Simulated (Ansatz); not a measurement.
# Sn3GeO: the cost of one run

Computed with Ansatz 0.2.0 (DFT LDA, scalar-relativistic, plane waves, PAW, unless a step's input says otherwise).

1 further run of the same task is left out (it didn't finish).

### 1 The starting structure

The structure is cubic, space group Pm-3m (No. 221). Conventional cell: a = 4.800 Å, b = 4.800 Å, c = 4.800 Å, α = 90.00°, β = 90.00°, γ = 90.00°. Around Ge (site symmetry m-3m) lie 12 Sn at 3.39 Å. O (site symmetry m-3m) is surrounded by 6 Sn at 2.40 Å. Around Sn (site symmetry 4/mmm) lie 2 O at 2.40 Å.

Structure file:

```
Ge O Sn
1.0
     4.80000    0.00000    0.00000
     0.00000    4.80000    0.00000
     0.00000    0.00000    4.80000
Ge O Sn
1 1 3
Cartesian
  0.0000 0.0000 0.0000
  2.4000 2.4000 2.4000
  2.4000 2.4000 0.0000
  2.4000 0.0000 2.4000
  0.0000 2.4000 2.4000
```

The cell was made up by rule, so the compound may not exist in this form.

The cell is the ideal cubic antiperovskite prototype; whether it is the stable structure of this composition wasn't checked.

### 2 Coarse point 1 of the search for the rest volume

Input file input.yaml:

```yaml
crystal:
  lattice:
    - [4.8, 0.0, 0.0]
    - [0.0, 4.8, 0.0]
    - [0.0, 0.0, 4.8]
  atoms:
    - { symbol: Ge, position: [0.0, 0.0, 0.0] }
    - { symbol: O, position: [0.5, 0.5, 0.5] }
    - { symbol: Sn, position: [0.5, 0.5, 0.0] }
    - { symbol: Sn, position: [0.5, 0.0, 0.5] }
    - { symbol: Sn, position: [0.0, 0.5, 0.5] }
basis:
  ecutwfc: 420
kpoints:
  mp_grid: { grid: [4, 4, 4] }
hamiltonian:
  xc: lda
scf:
  occupations: { method: gaussian, width: 0.05 }
output:
  forces: true
  stress: true
  eigenvalues: true
```

Command:

```
> ansatz run input.yaml --threads 1 --pin off --max-ram 1280MiB --backend cpu --events-out ev --progress --plain --runs-dir out
```

**Question.** How long does this run take on 1 thread of Arm Neoverse N1, shared host, and how much memory does it need?

About 5.7 s, with a peak of 0.42 GiB.
